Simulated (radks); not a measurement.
**Exchange and kinetic functionals tested on atomic densities: Cs, Ir⁴⁺, Sn³⁺, Mn, Tl²⁺**

An exercise on one series of results from a longer session: the logs are not shown, and one member is left open.

Method: non-relativistic Kohn-Sham, r2SCAN, spin-polarised, spherical densities, point nucleus; open shells are filled with parallel spins first. Code: radks (a radial shooting solver on a logarithmic mesh, Libxc functionals) version 1.

## What is computed

- species: Cs ([Xe] 6s1), Ir⁴⁺ ([Xe] 4f14 5d5), Sn³⁺ ([Kr] 4d10 5s1), Mn ([Ar] 3d5 4s2), Tl²⁺ ([Xe] 4f14 5d10 6s1)

Set-up of the first run:

The run's settings:

```text
Z 55
configuration [Xe] 6s1
relativity non-relativistic
functional r2scan,r2scan
spin polarised
nucleus point
```

Steps of the session up to this table: Cs, [Xe] 6s1.

One of the session's tables, all rows but one given; the rest of the session is left out.

It belongs to the step «Cs, [Xe] 6s1». From the orbitals of this run (lengths in bohr):

| level | <r> | outermost maximum (interpolated) | 90 % within | nodes |
| --- | --- | --- | --- | --- |
| 4p down | 0.7523 | 0.685 | 1.09 | 2 |
| 4d up | ? | ? | ? | ? |
| 4d down | 0.8318 | 0.719 | 1.25 | 1 |
| 5s up | 1.824 | 1.62 | 2.64 | 4 |
| 5s down | 1.827 | 1.62 | 2.65 | 4 |
| 5p up | 2.106 | 1.80 | 3.11 | 3 |
| 5p down | 2.100 | 1.80 | 3.09 | 3 |
| 6s up | 5.899 | 5.07 | 8.62 | 5 |

**Question.** Estimate the row for 4d up.

The run gave: <r>: 0.8319; outermost maximum (interpolated): 0.719; 90 % within: 1.26; nodes: 1. In the column «<r>» it lies between 4d down (0.8318) and 5s up (1.824).
